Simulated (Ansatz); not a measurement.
# GeW (Fm-3m) in Ansatz: equation of state

How stiff is GeW in PBE, and what volume does it want? The cell is scaled to several volumes.

Everything below comes from runs of Ansatz 0.2.0. Logs are shortened: lines on timing, memory, paths and dates and some standing lists are left out, and cuts for length are marked.

### 1 The structure

It takes space group Fm-3m (No. 225, cubic). The conventional cell has a = 5.155 Å, b = 5.155 Å, c = 5.155 Å, α = 90.00°, β = 90.00°, γ = 90.00°. Ge (site symmetry m-3m) has 6 W at 2.58 Å as nearest neighbours. W (site symmetry m-3m) is surrounded by 6 Ge at 2.58 Å.

The cell was built by a generator and needn't be a form met in nature.

### 2 Single point, PBE, 16.10 Å³/atom (volume scaled by 0.94)

input.yaml reads:

```yaml
crystal:
  lattice:
    - [0.0, 2.5249909497, 2.5249909497]
    - [2.5249909497, 0.0, 2.5249909497]
    - [2.5249909497, 2.5249909497, 0.0]
  atoms:
    - { symbol: Ge, position: [0.5, 0.5, 0.5] }
    - { symbol: W, position: [0.0, 0.0, 0.0] }
hamiltonian:
  xc: pbe
  pseudopotentials: { kind: paw }
kpoints:
  mp_grid: { grid: [9, 9, 9] }
scf:
  occupations: { method: fermi_dirac, width: 0.05 }
output:
  forces: true
  stress: true
  eigenvalues: true
```

Potentials or basis: Ansatz PAW.

On the command line:

```bash
> ansatz run input.yaml --threads 2 --pin off --max-ram 5632MiB --backend cpu --events-out ev --progress --plain --runs-dir out
```

The program printed:

```text
Warning: RAYON_NUM_THREADS=2 ignored (pool sized by the plan → 2); use --threads N
Engine: ansatz 0.2.0, x86_64-unknown-linux-gnu
Pseudopotentials: kind: paw
Pseudopotential: Ge, paw, valence charge 14, recommended cutoff 420 eV (normal), Ge.paw.azcp
Pseudopotential: W, paw, valence charge 14, recommended cutoff 420 eV (normal), W.paw.azcp
Functional definition: PBE
  parameter kappa = 0.804
  parameter beta = 0.06672455060314922
  exchange = pbe_x(kappa = kappa, mu = beta*pi^2/3)
  correlation = pbe_c(beta = beta)
Crystal: 2 atoms, lattice volume = 32.197 Å³
Basis set: ecut = 420 eV, 609 PW (Γ), exchange–correlation on 48×48×48 points (8 copies of the dense FFT grid, shifted against one another)
Bands: 18, of which v1, the nominal top of the filled ones, is band 14 counted from 1 (13 counted from 0)
Symmetry: 48 space group operations
Space group: Fm-3m (ITA 225), of the structure as read, at distance tolerance 3.2e-5 Å
k-points: 35 of 729
Non-local potential: Ge, projectors of the file, l = 0: 2, l = 1: 2, l = 2: 3, l = 3: 1
Non-local potential: W, projectors of the file, l = 0: 3, l = 1: 2, l = 2: 2, l = 3: 1
PAW form: soft (Blöchl's): semilocal exchange-correlation on the pseudo side does not see the compensation charge
PAW one-centre angular grid: Ge, 590 points (default); XC on 64 Gauss nodes
PAW one-centre angular grid: W, 590 points (default); XC on 64 Gauss nodes
Initial density: superposition of atomic densities (neutral atoms: chi_scale 0, normalization atom), corrected by the library's trained network
Initial wavefunctions: pseudopotential atomic-orbital guess
Functional: x = pbe(κ = 0.804, μ = 0.2195149727645171), c = pbe(β = 0.06672455060314922)
SCF iter   1: F=—  HF=-14677.982656 eV  |F-HF|=—  |Δ(HF+E_count)|=         —  Δρ=6.02e-3  dr2=1.47e-2  ethr=1.77e-3  ⟨swp⟩=5.8  Hψ=3205  notcnv=0
preconditioner: auto → Kerker (q_TF=auto, 2.666 Å⁻¹)  [metal: Δε(μ)=0.032 eV  Ē_g=17.328 eV  σ=0.050 eV  W_gap=0.16  n_scr=14 (ndim 8)  ℏωp=29.3 eV  f_vac=0.000  D(μ)=2.89/eV (n_scr^D=26)]
SCF iter   2: F=—  HF=-14677.979886 eV  |F-HF|=—  |Δ(HF+E_count)|=   2.77e-3  Δρ=2.87e-3  dr2=2.75e-3  ethr=5.25e-5  ⟨swp⟩=1.1  Hψ=917  notcnv=0
SCF iter   3: F=—  HF=-14677.979517 eV  |F-HF|=—  |Δ(HF+E_count)|=   3.69e-4  Δρ=6.36e-4  dr2=6.91e-5  ethr=9.83e-6  ⟨swp⟩=2.0  Hψ=780  notcnv=0
SCF iter   4: F=—  HF=-14677.979539 eV  |F-HF|=—  |Δ(HF+E_count)|=   2.20e-5  Δρ=2.07e-4  dr2=1.09e-5  ethr=2.47e-7  ⟨swp⟩=2.4  Hψ=1085  notcnv=0
SCF iter   5: F=—  HF=-14677.979528 eV  |F-HF|=—  |Δ(HF+E_count)|=   1.04e-5  Δρ=6.06e-5  dr2=1.08e-6  ethr=3.90e-8  ⟨swp⟩=2.0  Hψ=946  notcnv=0
SCF iter   6: F=-14677.979528 eV  HF=-14677.979528 eV  |F-HF|=2.56e-8  |Δ(HF+E_count)|=   1.08e-7  Δρ=1.36e-5  dr2=6.35e-8  ethr=3.57e-10  ⟨swp⟩=3.0  Hψ=2543  notcnv=0
SCF 1 converged in 6 iterations: F = -14677.979528 eV  dr2 = 6.35e-8
SCF converged after 6 iterations
Free energy (F): -14677.979528 eV
Harris-Foulkes:  -14677.979528 eV  (|F-HF|=2.56e-8)
Internal energy: -14677.956475 eV  (E = F + TS)
E sigma→0 (E₀):  -14677.968002 eV
Entropy (-TS):   -0.023053 eV (-11.526 meV/atom)
Fermi energy:    17.893326 eV
--- Per-component energies (eV) ---
  E_band       = -169.822584
  E_kinetic    = 566.163665
  E_local      = -2722.306950  (includes V_loc(G=0)·N_el)
  E_nonlocal   = 422.575039
  E_hartree    = 1154.503006
  E_xc         = -343.627289
  E_vxc        = -305.029759  (∫ρ·V_xc dr)
  E_paw        = -10583.850346  (= ΣΔE_a)
  E_vpaw       = -440.234734  (= ΣTr[D̂ρ^β])
  E_aug_tail   = 0.000244  (compensation charges beyond the density's cutoff)
  E_ewald      = -3171.413844
  E_smearing   = -0.023053  (= −TS)
  E_closure    = 0.000000  (closes the sum)
  Σ components = -14677.979528   (vs F -14677.979528, Δ=0.00e0)
--- Forces (eV/Å), atoms counted from 1 ---
  atom   1  Ge     0.00000000     0.00000000    -0.00000000
  atom   2  W     -0.00000000     0.00000000     0.00000000
  max |Σ_I F_I| component: 2.18e-29 eV/Å
--- Stress (GPa, compression-positive) ---
       12.460893      -0.000000      -0.000000
        0.000000      12.460893       0.000000
        0.000000       0.000000      12.460893
  P = ⅓ Tr σ = 12.4609 GPa (124.609 kbar)
--- Band table (eV; the first three rows and the last of 35) ---
  k-point 0: bands = ["-56.4533", "-20.7106", "-20.7106", "-20.7106", "-6.6395", "-6.6395", "-6.5693", "-6.5693", "-6.5693", "5.0927", "16.1149", "16.1149", "16.1149", "16.9643", "16.9643", "20.4639", "20.4639", "20.4639"]
  k-point 1: bands = ["-56.4528", "-20.7267", "-20.7136", "-20.7136", "-6.6336", "-6.6336", "-6.5678", "-6.5669", "-6.5669", "5.3518", "15.6364", "16.0106", "16.0106", "16.6269", "16.6269", "19.9269", "21.3922", "21.3922"]
  k-point 2: bands = ["-56.4514", "-20.7671", "-20.7210", "-20.7210", "-6.6184", "-6.6184", "-6.5640", "-6.5606", "-6.5606", "6.1039", "14.3370", "15.1393", "15.1393", "17.0079", "17.0079", "19.2564", "23.2498", "23.2498"]
  k-point 34: bands = ["-56.4473", "-20.8038", "-20.7870", "-20.7626", "-6.6278", "-6.5983", "-6.5611", "-6.5527", "-6.5367", "8.5190", "12.9670", "13.6172", "14.1569", "18.4970", "18.5300", "19.5849", "19.5900", "21.7058"]
```

Wall time 0.8 s (2 threads of Intel Xeon Platinum 8375C at 2.90GHz (Ice Lake), shared host); peak memory 0.37 GiB.

Results:

| Property | Result |
| --- | --- |
| Free energy | -14677.9795 eV |
| Pressure | 12.5 GPa |
| Band gap on the k mesh | none (metal or under the smearing width) |

### 3 Single point, PBE, 16.44 Å³/atom (volume scaled by 0.96)

Edit input.yaml of step 2 so:

```diff
@@ -2,5 +2,5 @@
   lattice:
-    - [0.0, 2.5249909497, 2.5249909497]
-    - [2.5249909497, 0.0, 2.5249909497]
-    - [2.5249909497, 2.5249909497, 0.0]
+    - [0.0, 2.542773162, 2.542773162]
+    - [2.542773162, 0.0, 2.542773162]
+    - [2.542773162, 2.542773162, 0.0]
   atoms:
```

Potentials or basis: Ansatz PAW.

On the command line:

```bash
> ansatz run input.yaml --threads 2 --pin off --max-ram 5632MiB --backend cpu --events-out ev --progress --plain --runs-dir out
```

It took 0.81 s on 2 threads of Intel Xeon Platinum 8375C at 2.90GHz (Ice Lake), shared host; peak memory 0.37 GiB.

Results (log left out):

* Free energy: -14678.0229 eV
* Pressure: 7.9 GPa
* Band gap on the k mesh: none (metal or under the smearing width)

### 4 Single point, PBE, 16.78 Å³/atom (volume scaled by 0.98)

Edit input.yaml of step 3 so:

```diff
@@ -2,5 +2,5 @@
   lattice:
-    - [0.0, 2.542773162, 2.542773162]
-    - [2.542773162, 0.0, 2.542773162]
-    - [2.542773162, 2.542773162, 0.0]
+    - [0.0, 2.5603100828, 2.5603100828]
+    - [2.5603100828, 0.0, 2.5603100828]
+    - [2.5603100828, 2.5603100828, 0.0]
   atoms:
@@ -19 +19,5 @@
   eigenvalues: true
+  write_density: true
+  write_potential: true
+  elf: true
+  volumetric_format: npy
```

On the command line:

```bash
> ansatz run input.yaml --threads 2 --pin off --max-ram 5632MiB --backend cpu --events-out ev --progress --plain --runs-dir out
```

It took 1 s on 2 threads of Intel Xeon Platinum 8375C at 2.90GHz (Ice Lake), shared host; peak memory 0.38 GiB.

The run converged. Its results:

```
Free energy            : -14678.0479 eV
Pressure               : 3.8 GPa
Band gap on the k mesh : none (metal or under the smearing width)
```

### 5 Single point, PBE, 17.13 Å³/atom

input.yaml reads:

```yaml
crystal:
  lattice:
    - [0.0, 2.57761, 2.57761]
    - [2.57761, 0.0, 2.57761]
    - [2.57761, 2.57761, 0.0]
  atoms:
    - { symbol: Ge, position: [0.5, 0.5, 0.5] }
    - { symbol: W, position: [0.0, 0.0, 0.0] }
hamiltonian:
  xc: pbe
  pseudopotentials: { kind: paw }
kpoints:
  mp_grid: { grid: [9, 9, 9] }
scf:
  occupations: { method: fermi_dirac, width: 0.05 }
output:
  forces: true
  stress: true
  eigenvalues: true
```

On the command line:

```bash
> ansatz run input.yaml --threads 2 --pin off --max-ram 5632MiB --backend cpu --events-out ev --progress --plain --runs-dir out
```

Run time: 0.8 s. Hardware: 2 threads of Intel Xeon Platinum 8375C at 2.90GHz (Ice Lake), shared host; peak memory 0.36 GiB.

The run converged. Its results:

```
Free energy            : -14678.0564 eV
Pressure               : 0.2 GPa
Band gap on the k mesh : none (metal or under the smearing width)
```

### 6 Single point, PBE, 17.47 Å³/atom (volume scaled by 1.02)

Edit input.yaml of step 5 so:

```diff
@@ -2,5 +2,5 @@
   lattice:
-    - [0.0, 2.57761, 2.57761]
-    - [2.57761, 0.0, 2.57761]
-    - [2.57761, 2.57761, 0.0]
+    - [0.0, 2.5946807624, 2.5946807624]
+    - [2.5946807624, 0.0, 2.5946807624]
+    - [2.5946807624, 2.5946807624, 0.0]
   atoms:
```

Potentials or basis: Ansatz PAW.

On the command line:

```bash
> ansatz run input.yaml --threads 2 --pin off --max-ram 5632MiB --backend cpu --events-out ev --progress --plain --runs-dir out
```

The program printed:

```text
Warning: RAYON_NUM_THREADS=2 ignored (pool sized by the plan → 2); use --threads N
[... 9 set-up lines as earlier in the session ...]
Crystal: 2 atoms, lattice volume = 34.937 Å³
Basis set: ecut = 420 eV, 701 PW (Γ), exchange–correlation on 50×50×50 points (8 copies of the dense FFT grid, shifted against one another)
Bands: 18, of which v1, the nominal top of the filled ones, is band 14 counted from 1 (13 counted from 0)
[... 1 set-up line as earlier in the session ...]
Space group: Fm-3m (ITA 225), of the structure as read, at distance tolerance 3.3e-5 Å
k-points: 35 of 729
[... 34 lines left out ...]
  E_aug_tail   = 0.000168  (compensation charges beyond the density's cutoff)
  E_ewald      = -3086.233717
  E_smearing   = -0.024256  (= −TS)
  E_closure    = 0.000000  (closes the sum)
  Σ components = -14678.050136   (vs F -14678.050136, Δ=0.00e0)
--- Forces (eV/Å), atoms counted from 1 ---
  atom   1  Ge     0.00000000     0.00000000    -0.00000000
  atom   2  W     -0.00000000     0.00000000    -0.00000000
  max |Σ_I F_I| component: 3.52e-29 eV/Å
--- Stress (GPa, compression-positive) ---
       -3.074731       0.000000       0.000000
        0.000000      -3.074731      -0.000000
        0.000000       0.000000      -3.074731
  P = ⅓ Tr σ = -3.0747 GPa (-30.747 kbar)
--- Band table (eV; the first three rows and the last of 35) ---
  k-point 0: bands = ["-58.2229", "-22.4462", "-22.4462", "-22.4462", "-8.2044", "-8.2044", "-8.1482", "-8.1482", "-8.1482", "4.0336", "14.6528", "14.6528", "14.6528", "15.3565", "15.3565", "18.6002", "18.6002", "18.6002"]
  k-point 1: bands = ["-58.2226", "-22.4572", "-22.4481", "-22.4481", "-8.2004", "-8.2004", "-8.1472", "-8.1465", "-8.1465", "4.2697", "14.2076", "14.5335", "14.5335", "15.0723", "15.0723", "18.0123", "19.4423", "19.4423"]
  k-point 2: bands = ["-58.2217", "-22.4850", "-22.4531", "-22.4531", "-8.1905", "-8.1905", "-8.1446", "-8.1421", "-8.1421", "4.9564", "12.9477", "13.7097", "13.7097", "15.4390", "15.4390", "17.3470", "21.1262", "21.1262"]
  k-point 34: bands = ["-58.2192", "-22.5108", "-22.4993", "-22.4819", "-8.1975", "-8.1767", "-8.1423", "-8.1364", "-8.1247", "7.1893", "11.6371", "12.3015", "12.7502", "16.7251", "16.7614", "17.6649", "17.7136", "19.5190"]
```

Wall time 0.82 s (2 threads of Intel Xeon Platinum 8375C at 2.90GHz (Ice Lake), shared host); peak memory 0.37 GiB.

Results:

```yaml
Free_energy: -14678.0501 eV
Pressure: -3.1 GPa
Band_gap_on_the_k_mesh: none (metal or under the smearing width)
```

### 7 Single point, PBE, 17.81 Å³/atom (volume scaled by 1.04)

Edit input.yaml of step 6 so:

```diff
@@ -2,5 +2,5 @@
   lattice:
-    - [0.0, 2.5946807624, 2.5946807624]
-    - [2.5946807624, 0.0, 2.5946807624]
-    - [2.5946807624, 2.5946807624, 0.0]
+    - [0.0, 2.6115298109, 2.6115298109]
+    - [2.6115298109, 0.0, 2.6115298109]
+    - [2.6115298109, 2.6115298109, 0.0]
   atoms:
```

On the command line:

```bash
> ansatz run input.yaml --threads 2 --pin off --max-ram 5632MiB --backend cpu --events-out ev --progress --plain --runs-dir out
```

Wall time 0.82 s (2 threads of Intel Xeon Platinum 8375C at 2.90GHz (Ice Lake), shared host); peak memory 0.37 GiB.

The run converged. Its results:

```
Free energy            : -14678.0306 eV
Pressure               : -6.0 GPa
Band gap on the k mesh : none (metal or under the smearing width)
```

### 8 Single point, PBE, 18.15 Å³/atom (volume scaled by 1.06)

Edit input.yaml of step 7 so:

```diff
@@ -2,5 +2,5 @@
   lattice:
-    - [0.0, 2.6115298109, 2.6115298109]
-    - [2.6115298109, 0.0, 2.6115298109]
-    - [2.6115298109, 2.6115298109, 0.0]
+    - [0.0, 2.6281642072, 2.6281642072]
+    - [2.6281642072, 0.0, 2.6281642072]
+    - [2.6281642072, 2.6281642072, 0.0]
   atoms:
```

On the command line:

```bash
> ansatz run input.yaml --threads 2 --pin off --max-ram 5632MiB --backend cpu --events-out ev --progress --plain --runs-dir out
```

Run time: 0.76 s. Hardware: 2 threads of Intel Xeon Platinum 8375C at 2.90GHz (Ice Lake), shared host; peak memory 0.38 GiB.

It converged, with:

| Property | Result |
| --- | --- |
| Free energy | -14677.9992 eV |
| Pressure | -8.6 GPa |
| Band gap on the k mesh | none (metal or under the smearing width) |

### 9 Equation of state, PBE

Potentials or basis: Ansatz PAW.

No new run: the results of the series are fitted here.

Results:

```
Equilibrium volume                      : 17.15 Å³/atom
Bulk modulus                            : 172 GPa
Pressure derivative of the bulk modulus : 4.5
```

Energy against volume, from the lowest point:
```csv
volume (Å³/atom),energy (meV/atom)
16.098,38.44
16.441,16.74
16.783,4.25
17.126,0.00
17.468,3.14
17.811,12.90
18.153,28.60
```
